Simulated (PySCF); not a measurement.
# C4HMg: the cost of one run

The runs use PySCF 2.14.0, with density-fitted response routines of our own; the level of theory stands in each step. All values are computed, except where a source is named. Atoms are numbered from 0 throughout.

## Step 1: The starting structure

6 atoms, charge 0, multiplicity 2; geometry from: GFN2-xTB.

Bonds of the start (Å): C0–C1 1.21, C1–C2 1.37, C2–C3 1.22, C3–Mg4 2.13, C0–H5 1.05.

## Step 2: Geometry optimisation at PBE0-D3(BJ)/def2-TZVP

The job: settings as JSON, then the geometry in Å.

```
{"job": {"xc": "PBE0", "basis": "def2-TZVP", "d3": "d3bj", "grid": 2, "kind": "geom"}, "charge": 0, "multiplicity": 2}
C      0.000000     0.000000    -2.073810
C      0.000000     0.000000    -0.868260
C      0.000000     0.000000     0.497310
C      0.000000     0.000000     1.718100
Mg     0.000000     0.000000     3.849000
H      0.000000     0.000000    -3.122330
```

Q: Estimate the wall time of this first job on 4 threads of Arm Neoverse N1, shared host.

About 56 s.
